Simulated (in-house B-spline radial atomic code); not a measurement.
**Cs⁶⁺: ionisation energy by several methods**

Aim: the ionisation energy of Cs⁶⁺ by several methods, each as the difference of two self-consistent energies (Cs⁶⁺ and the next ion, [Kr] 4d10 5s2).

Method: scalar-relativistic (X2C), several functionals, spin-polarised; spherical all-electron atom at the radial basis limit. Code: in-house B-spline radial atomic code version 1.

**1. Starting point**

| Property | Result |
| --- | --- |
| element | caesium (Z = 55) |
| charge | +6 |
| electrons | 49 |
| configuration | [Kr] 4d10 5s2 5p1 |
| nucleus | Fermi, rms radius 4.804 fm |

Outer shells as boxes (Hund's rule):

[Kr] 4d10 5s2 5p1
```
[Kr] core
4d [↑↓][↑↓][↑↓][↑↓][↑↓]
5s [↑↓]
5p [↑ ][  ][  ]
```

Where spins are not typed, each open shell is filled with up spins first.

**2. PBE**

The run's settings:

```ini
Z = 55
electrons = 49.0
configuration = [Kr] 4d10 5s2 5p1
hamiltonian = x2c
method = pbe,pbe
spin_polarised = True
nucleus = fermi
rms_radius = 4.8041
mass_number = 133
atomic_mass = 132.905451958
speed_of_light = 137.035999084
```

**3. r2SCAN**

Changes to the settings of step 2:

```diff
@@ -4,3 +4,3 @@
 hamiltonian = x2c
-method = pbe,pbe
+method = r2scan
 spin_polarised = True
```

**4. SCAN**

Changes to the settings of step 3:

```diff
@@ -4,3 +4,3 @@
 hamiltonian = x2c
-method = r2scan
+method = scan,scan
 spin_polarised = True
```

**5. PW91**

Changes to the settings of step 4:

```diff
@@ -4,3 +4,3 @@
 hamiltonian = x2c
-method = scan,scan
+method = pw91,pw91
 spin_polarised = True
```

**6. revTPSS**

Changes to the settings of step 5:

```diff
@@ -4,3 +4,3 @@
 hamiltonian = x2c
-method = pw91,pw91
+method = revtpss,revtpss
 spin_polarised = True
```

**7. Hartree-Fock**

Changes to the settings of step 6:

```diff
@@ -4,3 +4,3 @@
 hamiltonian = x2c
-method = revtpss,revtpss
+method = hf
 spin_polarised = True
```

The tabulated ionisation energy is 82.9 ± 2 eV (tabulated theoretical; NIST Atomic Spectra Database). What does each method give, and which comes nearest?

As calculated:

| method | rung | total energy (hartree) | ΔSCF (eV) | −ε highest (eV) | ΔSCF less tabulated (eV) |
| --- | --- | --- | --- | --- | --- |
| PBE | GGA | -7777.2218 | 81.635 | 75.638 (5p up) | -1.265 |
| PW91 | GGA | -7778.2505 | 81.787 | 75.779 (5p up) | -1.113 |
| r2SCAN | meta-GGA | -7777.6184 | 81.410 | 75.725 (5p up) | -1.490 |
| SCAN | meta-GGA | -7778.1149 | 81.566 | 75.772 (5p up) | -1.334 |
| revTPSS | meta-GGA | -7776.1770 | 81.341 | 75.533 (5p up) | -1.559 |
| Hartree-Fock | Hartree-Fock | -7774.7763 | 80.679 | 80.878 (5p up) | -2.221 |

Tables give 82.9 ± 2 eV (tabulated theoretical; NIST Atomic Spectra Database) for the ionisation energy. PW91 misses by -1.113 eV, the least, and Hartree-Fock by -2.221 eV (2.7 %), the most. Mean absolute error by rung (exchange-only levels left out): GGA 1.19 eV, meta-GGA 1.46 eV, Hartree-Fock 2.22 eV. The table's own uncertainty exceeds the spread between the methods, so their order is not settled. Relativistic terms that these runs lack can be as large as the gaps between close methods, so the nearest may be so by luck. PBE is off by -1.265 eV. Spin-orbit coupling is left out. Open shells are averaged (over orientations, and over spins where the run is restricted), while tables refer to the lowest levels. For the semilocal functionals minus the highest level recovers only 93 % of their own ΔSCF value, a mark of self-interaction.
